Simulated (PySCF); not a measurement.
# C4H4Ge (Ge(CCH)2H2): the cost of one run

Programs: PySCF 2.14.0, with density-fitted response routines of our own. Each step states its level of theory. These are calculated values for one molecule in the gas phase, unless marked as measured. Atoms count from 0, in the outputs and in this text.

**1. Starting geometry**

9 atoms, charge 0, multiplicity 1; geometry from: GFN2-xTB. The atoms were then displaced at random by about 0.03 Å, so the start is not that level's minimum.

Bonds of the start (Å): Ge0–C1 1.88, Ge0–C4 1.85, Ge0–H7 1.59, Ge0–H8 1.44, C1–C2 1.18, C2–H3 1.08, C4–C5 1.19, C5–H6 1.09.

**2. Relaxing the molecule at PBE0-D3(BJ)/def2-SVP**

What the job is given:

```
{"job": {"xc": "PBE0", "basis": "def2-SVP", "d3": "d3bj", "grid": 1, "maxiter": 40, "shake": 0.03, "kind": "geom"}, "charge": 0, "multiplicity": 1}
Ge    -0.759840    -0.108110    -0.549070
C     -0.796170    -0.033310     1.327290
C     -0.813140    -0.024320     2.510340
H     -0.631690    -0.008990     3.578620
C      0.952010     0.004140    -1.239390
C      2.076670     0.082530    -1.630030
H      3.104720     0.099330    -1.986050
H     -1.513270     1.193880    -1.063110
H     -1.486540    -1.274590    -0.974270
```

Launch:

```sh
> OMP_NUM_THREADS=1 python probes_run.py task.json out
```

One launch serves the whole session: the jobs run in the order shown.

**Question.** How long does this first job take on 1 thread of Arm Neoverse V2, shared host, and how much memory does it need?

About 27 s, with a peak of 0.42 GiB.
